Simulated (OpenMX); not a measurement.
**NbSi in OpenMX: the effect of dispersion**

The system is NbSi.

```xyz
2
Lattice="0.0000 2.5738 2.5738 2.5738 0.0000 2.5738 2.5738 2.5738 0.0000" Properties=species:S:1:pos:R:3 pbc="T T T"
Nb    0.0000    0.0000    0.0000
Si    2.5738    2.5738    2.5738
```

The cell was built by a generator and needn't be a form met in nature.

Alike in all runs:

* Program: OpenMX 3.8.5
* Task: single point
* Functional: PBE
* Potentials or basis: OpenMX 2013 PBE set, Nb7.0-s3p2d2, Si7.0-s2p2d1, grid cutoff 400 Ry
* k mesh: 7 × 7 × 7
* Occupations: fermi-dirac, width 0.05 eV
* Spin: no spin polarisation

```csv
dispersion,pressure (GPa)
none,1.3
D3,-1.8
D3(BJ),?
D4,-2.1
```

What does the run with dispersion D3(BJ) give?

Pressure -4.0 GPa.

Caveats: the basis of atomic orbitals isn't converged, which shifts pressures, moduli and gaps; pairwise dispersion overbinds metals, which lowers pressure and volume (some runs).
